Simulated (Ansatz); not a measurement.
# CH6AlClSi: small, medium and large basis sets

An exercise on one series of results from a longer session: the logs are not shown, and one member is left open.

Program: Ansatz 0.2.0, Gaussian basis. Level of theory: one geometry, several basis sets. These are calculated values, not measurements.

Plan: PBE0-D4/def2-SVP; ωB97M-V/def2-SVP; PBE0-D4/def2-QZVPP; ωB97M-V/def2-QZVPP; the functionals' def2-TZVPP values are taken from earlier runs.

## The relaxed structure

All runs share one geometry, relaxed beforehand with PBE0-D4 in a triple-zeta def2 set.

10 atoms, charge 0, spin multiplicity 1.

Atoms are counted from 1 here; the program's logs count them from 0.

Bond lengths: Si1–Al2 2.446 Å, Si1–H5 1.493 Å, Si1–H6 1.492 Å, Si1–H7 1.491 Å, Al2–C3 1.965 Å, Al2–Cl4 2.445 Å, Al2–H8 1.585 Å, C3–Cl4 1.852 Å, C3–H9 1.087 Å, C3–H10 1.087 Å. Angles: Al2–Si1–H5 111.4°, Al2–Si1–H6 111.4°, Al2–Si1–H7 112.4°, H5–Si1–H6 107.0°, H5–Si1–H7 106.8°, H6–Si1–H7 107.5°, Si1–Al2–C3 117.4°, Si1–Al2–Cl4 108.1°, Si1–Al2–H8 125.8°, C3–Al2–Cl4 48.2°, C3–Al2–H8 116.8°, Cl4–Al2–H8 108.7°, Al2–C3–Cl4 79.6°, Al2–C3–H9 122.4°, Al2–C3–H10 122.0°, Cl4–C3–H9 105.9°, Cl4–C3–H10 105.9°, H9–C3–H10 111.5° and more.

The first run:

The input, in.yaml:

```yaml
crystal:
  periodic: [false, false, false]
  atoms:
    - {symbol: Si, position_ang: [-1.309297, 1.376663, 0.095020]}
    - {symbol: Al, position_ang: [0.498609, -0.017186, -0.784146]}
    - {symbol: C, position_ang: [1.384544, -1.244053, 0.470037]}
    - {symbol: Cl, position_ang: [0.035341, -2.338282, -0.172143]}
    - {symbol: H, position_ang: [-0.891157, 2.805777, 0.205113]}
    - {symbol: H, position_ang: [-1.722393, 0.935492, 1.458896]}
    - {symbol: H, position_ang: [-2.521939, 1.347194, -0.772309]}
    - {symbol: H, position_ang: [1.057472, 0.016297, -2.266498]}
    - {symbol: H, position_ang: [1.234827, -1.187385, 1.545007]}
    - {symbol: H, position_ang: [2.317093, -1.745718, 0.224024]}
basis:
  gaussian: {orbitals: def2-SVP}
hamiltonian: {xc: pbe0, dispersion: d4}
output: {orbitals: {seedname: orbitals}}
```

Run with:

```console
ansatz run in.yaml --threads 2 --pin off --events-out ev --progress --plain --max-ram 4352MiB
```

Steps of the session up to this table: PBE0-D4 in def2-SVP; ωB97M-V in def2-SVP; PBE0-D4 in def2-QZVPP; ωB97M-V in def2-QZVPP.

One of the session's tables, all rows but one given; the rest of the session is left out.

```
functional       basis  HOMO (eV)
   PBE0-D4    def2-SVP      -7.49
   PBE0-D4  def2-TZVPP      -7.47
   PBE0-D4  def2-QZVPP      -7.48
   ωB97M-V    def2-SVP      -9.47
   ωB97M-V  def2-TZVPP          ?
   ωB97M-V  def2-QZVPP      -9.49
```

Q: Estimate the row for ωB97M-V, def2-TZVPP from the others.

As computed: HOMO (eV): -9.48. In the column «HOMO (eV)» it lies between ωB97M-V, def2-QZVPP (-9.49) and ωB97M-V, def2-SVP (-9.47).
